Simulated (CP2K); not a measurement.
Runs of CP2K 2026.2 on Nb. The cell holds a slab with vacuum, 5 atoms: a = 2.882 Å, b = 2.882 Å, c = 24.413 Å, α = 90.00°, β = 90.00°, γ = 109.47°. The slab is cut from a database's or a generator's crystal, which needn't be the stable form of the element.

| level | gap on the mesh (eV) | largest force (eV/Å) | work function (eV) |
| --- | --- | --- | --- |
| revPBE | none | 0.34 | 4.53 |
| LDA | none | (a) | 4.96 |
| HLE16 | none | 2.24 | 4.63 |
| WC | none | (c) | 4.80 |
| PBEsol | none | (b) | 4.80 |

Alike in all rows: task work function; potentials or basis POTENTIAL_UZH Nb GTH-PBE-q13; DZVP-MOLOPT-PBE-GTH basis; no spin polarisation; cell as given; k mesh 8 × 8 × 1; smearing fermi-dirac 0.05 eV.

Fill in the values left out.

(a) 0.79; (b) 0.65; (c) 0.61.

Caveats: the potentials were made for another functional, which shifts forces and pressure; the basis of atomic orbitals isn't converged, which shifts pressures, moduli and gaps; the potentials were made for a functional far from this one (some runs).

A k mesh can miss the band edges, and the runs leave out spin-orbit coupling on Nb.

A gap of «none» marks a metal or a gap under the smearing width.

Runs at the PBE level aren't shown here.
